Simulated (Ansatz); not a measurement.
**C₂H₉OSbSi: one species, many methods**

Aim: compute C₂H₉OSbSi with functionals from several rungs and with coupled cluster, and see how far each lands from CCSD(T) at the basis-set limit for the atomisation energy.

Computed with Ansatz 0.2.0, Gaussian basis. Level: functionals in def2-TZVPP, the program's frozen cores in correlated methods.

Plan: PBE-D4, r2SCAN-D4, PBE0-D4, B3LYP-D4, ωB97X-V, ωB97M-V, B2PLYP; CCSD(T)/def2-TZVPP; MP2/def2-QZVPP; extrapolation to the limit.

### Step 1. The geometry

All runs share one geometry, relaxed beforehand with PBE0-D4 in a triple-zeta def2 set. Sb takes the def2 core potential; no spin-orbit term is included.

14 atoms, charge 0, spin multiplicity 1.

Atoms are counted from 1 here; the program's logs count them from 0.

Bond lengths: C1–C2 1.510 Å, C1–H6 1.093 Å, C1–H7 1.092 Å, C1–H8 1.092 Å, C2–O3 1.411 Å, C2–H9 1.102 Å, C2–H10 1.101 Å, O3–Sb4 1.980 Å, Sb4–Si5 2.579 Å, Sb4–H11 1.725 Å, Si5–H12 1.489 Å, Si5–H13 1.486 Å, Si5–H14 1.484 Å. Angles: C2–C1–H6 110.5°, C2–C1–H7 110.5°, C2–C1–H8 110.3°, H6–C1–H7 108.6°, H6–C1–H8 108.5°, H7–C1–H8 108.3°, C1–C2–O3 108.7°, C1–C2–H9 109.8°, C1–C2–H10 109.9°, O3–C2–H9 111.1°, O3–C2–H10 110.4°, H9–C2–H10 106.9°, C2–O3–Sb4 117.2°, O3–Sb4–Si5 90.4°, O3–Sb4–H11 95.9°, Si5–Sb4–H11 90.0°, Sb4–Si5–H12 108.6°, Sb4–Si5–H13 109.4° and more.

### Step 2. PBE-D4 (GGA)

in.yaml reads:

```yaml
crystal:
  periodic: [false, false, false]
  atoms:
    - {symbol: C, position_ang: [-2.435133, -0.739351, -0.198437]}
    - {symbol: C, position_ang: [-1.439379, 0.318180, -0.609173]}
    - {symbol: O, position_ang: [-0.140831, -0.138535, -0.300537]}
    - {symbol: Sb, position_ang: [1.379330, 0.952241, -0.948584]}
    - {symbol: Si, position_ang: [2.948774, -0.190196, 0.749961]}
    - {symbol: H, position_ang: [-3.455136, -0.408611, -0.410798]}
    - {symbol: H, position_ang: [-2.250457, -1.668847, -0.740589]}
    - {symbol: H, position_ang: [-2.351826, -0.943702, 0.870847]}
    - {symbol: H, position_ang: [-1.539998, 0.528480, -1.685734]}
    - {symbol: H, position_ang: [-1.651291, 1.258778, -0.077709]}
    - {symbol: H, position_ang: [1.139993, 2.258950, 0.152053]}
    - {symbol: H, position_ang: [4.225803, 0.572913, 0.804752]}
    - {symbol: H, position_ang: [3.241950, -1.574420, 0.296049]}
    - {symbol: H, position_ang: [2.328202, -0.225879, 2.097888]}
basis:
  gaussian: {orbitals: def2-TZVPP}
hamiltonian: {xc: pbe, dispersion: d4}
output: {forces: true, orbitals: {seedname: orbitals}}
```

On the command line:

```sh
> ansatz run in.yaml --threads 2 --pin off --events-out ev --progress --plain --max-ram 22528MiB --backend cuda --devices 0, --max-vram 18GiB
```

The runs that follow: r2SCAN-D4 (meta-GGA); PBE0-D4 (hybrid); B3LYP-D4 (hybrid); ωB97X-V (range-separated); ωB97M-V (range-separated); B2PLYP (double hybrid); CCSD(T) in def2-TZVPP; MP2 in def2-QZVPP.

**Question.** What will the summary of the whole plan be? Wanted: atomisation energy, CCSD(T)/CBS; farthest; mean size of error, hybrid; mean size of error, range-separated; gap, smallest and largest; T1 diagnostic; triples share of the correlation energy.

**Answer**, as computed:

| quantity | value |
| --- | --- |
| atomisation energy, CCSD(T)/CBS | 4657.2 kJ/mol |
| functionals within 46.6 kJ/mol (1.0 %) | PBE-D4, r2SCAN-D4, PBE0-D4, B3LYP-D4, ωB97X-V, ωB97M-V |
| farthest | B2PLYP (-71.1 kJ/mol) |
| mean size of error, hybrid | 17.0 kJ/mol |
| mean size of error, range-separated | 16.6 kJ/mol |
| gap, smallest and largest | 3.63 eV (PBE-D4), 9.71 eV (ωB97X-V) |
| T1 diagnostic | 0.0137 |
| triples share of the correlation energy | 3.5 % |

In words: PBE-D4 misses by +43.3 kJ/mol. Double hybrids carry the basis error of their MP2 part in triple zeta, and no dispersion term here, so their miss is partly the set-up's. Misses under about 46.6 kJ/mol are within the doubt on the reference itself, which lacks core-valence correlation, spin-orbit coupling and higher excitations, and its outer-core shells are covered unevenly. All levels share the lack of spin-orbit coupling, which lowers the free heavy atoms and so the true binding. Hartree-Fock recovers 72 % of the binding; the rest is correlation. Orbital gaps span 3.6 to 9.7 eV; exact exchange widens them. Correlated methods include outer-core shells of Sb, which these sets cover unevenly.
